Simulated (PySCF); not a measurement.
# C4H10FPSi: the cost of one run

Computed with PySCF 2.14.0 and routines of our own; the level stands in each step. Atoms count from 0.

### Step 1. The system as given

17 atoms, charge 0, multiplicity 1; geometry from: GFN2-xTB.

### Step 2. Magnetic properties: GIAO B3LYP/pcSseg-1

The job: settings as JSON, then the geometry in Å.

```
{"job": {"kind": "mag", "xc": "B3LYP", "basis": "pcSseg-1", "isotopologues": 2}, "charge": 0, "multiplicity": 1}
C     -0.504775     1.778856    -0.773675
Si    -0.209192     0.057228    -0.012518
C     -0.724389    -1.344709    -1.187438
C     -1.061857    -0.077931     1.686781
C      1.667521    -0.142889     0.270222
F      2.224316     0.808113     1.071241
P      2.655300    -1.355566    -0.350826
H     -0.062618     2.557716    -0.159361
H     -0.069736     1.856090    -1.765867
H     -1.566065     1.990378    -0.860324
H     -0.304447    -1.199845    -2.177808
H     -1.803125    -1.398568    -1.290401
H     -0.376888    -2.307206    -0.824689
H     -0.882981    -1.047228     2.143030
H     -2.135959     0.054311     1.600554
H     -0.691145     0.680509     2.370041
H      3.839042    -0.897230     0.251127
```

Level: GIAO B3LYP/pcSseg-1 magnetisability, rotational g tensor and spin-rotation constants, non-relativistic, gas phase.

On the command line:

```bash
> OMP_NUM_THREADS=1 python excited_run.py task.json out
```

This one command runs all jobs of the session in turn.

**Question.** How long does this first job take on 1 thread of Arm Neoverse N1, shared host, and how much memory does it need?

About 64 s, with a peak of 0.82 GiB.
